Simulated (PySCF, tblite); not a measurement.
**C₅H₅NO₃P−: geometry, infrared bands and NMR shifts**

What infrared bands and NMR shifts should C₅H₅NO₃P− (`O=[P@]([O-])(O)c1cccnc1`) show?

The runs use tblite 0.8.0 and PySCF 2.14.0, with density-fitted response routines of our own; the level of theory stands in each step. All values are computed, except where a source is named. Atoms count from 0, in the outputs and in this text.

## (1) The starting structure

15 atoms, charge -1, multiplicity 1; geometry from: force field or distance geometry start.

Bonds of the start (Å): O0–P1 1.50, P1–O2 1.50, P1–O3 1.62, P1–C4 1.78, C4–C5 1.39, C5–C6 1.39, C6–C7 1.38, C7–N8 1.36, N8–C9 1.37, C9–C4 1.39, O3–H10 0.97, C5–H11 1.08, C6–H12 1.08, C7–H13 1.09, C9–H14 1.08.

## (2) Geometry optimisation with GFN2-xTB

What the job is given:

```
{"job": {"kind": "relax", "xc": "GFN2-xTB", "basis": "xTB"}, "charge": -1, "multiplicity": 1}
O     -1.708500     2.150500    -1.010000
P     -1.827400     0.781300    -0.408500
O     -2.879900    -0.174100    -0.885800
O     -2.256800     1.084900     1.125300
C     -0.248100    -0.002500    -0.174000
C      0.927600     0.735100    -0.065100
C      2.146000     0.080300     0.104700
C      2.140800    -1.303500     0.159100
N      1.024400    -2.065000     0.044300
C     -0.151800    -1.383800    -0.120200
H     -3.125200     1.507200     1.039400
H      0.875400     1.817800    -0.109300
H      3.065100     0.633500     0.210800
H      3.059400    -1.868100     0.283700
H     -1.045600    -1.985500    -0.216200
```

Launch:

```console
OMP_NUM_THREADS=1 python probes_run.py task.json out
```

This one command runs all jobs of the session in turn.

**Question.** This job is followed by: GFN2-xTB harmonic vibrations, gas phase; GIAO PBE0/pcSseg-1 NMR shielding, non-relativistic, gas phase. Predict these results of the whole session: strongest single infrared mode (GFN2-xTB); zero-point energy (GFN2-xTB); 13C shifts against TMS (PBE0/pcSseg-1); 1H shifts against TMS (PBE0/pcSseg-1); 17O shifts against H2O (PBE0/pcSseg-1, means over atoms taken as alike); 31P shifts against H3PO4 (PBE0/pcSseg-1); 15N shifts against NH3 (PBE0/pcSseg-1).

The runs gave:

| quantity | value |
| --- | --- |
| strongest single infrared mode (GFN2-xTB) | 1260 cm⁻¹, 262 km/mol |
| zero-point energy (GFN2-xTB) | 61.2 kcal/mol |
| 13C shifts against TMS (PBE0/pcSseg-1) | 157.3, 150.2, 150.1, 145.6, 125.1 ppm |
| 1H shifts against TMS (PBE0/pcSseg-1) | 9.02, 8.43, 8.32, 6.90, 1.36 ppm |
| 17O shifts against H2O (PBE0/pcSseg-1, means over atoms taken as alike) | 152.7, 144.9 ppm |
| 31P shifts against H3PO4 (PBE0/pcSseg-1) | -6.1 ppm |
| 15N shifts against NH3 (PBE0/pcSseg-1) | 349.0 ppm |

What this shows: Relaxing lowered the energy by 0.348 eV in 110 steps; the close pair that moved most is P1–C4, from 1.779 to 1.849 Å. No mode is imaginary among the 39: a minimum at this level. The strongest single mode, at 1260 cm⁻¹, is carried by P1, O0, O2, H14. GFN2-xTB is a fitted tight-binding method: band positions and strengths are rough. Its intensities can rank the bands wrongly. At PBE0/pcSseg-1: The widest tensor belongs to N8: span 683 ppm, with a paramagnetic part of -416 ppm. NICS(1)zz of -28 ppm above the planar ring from C4 marks a diatropic (aromatic) ring current.
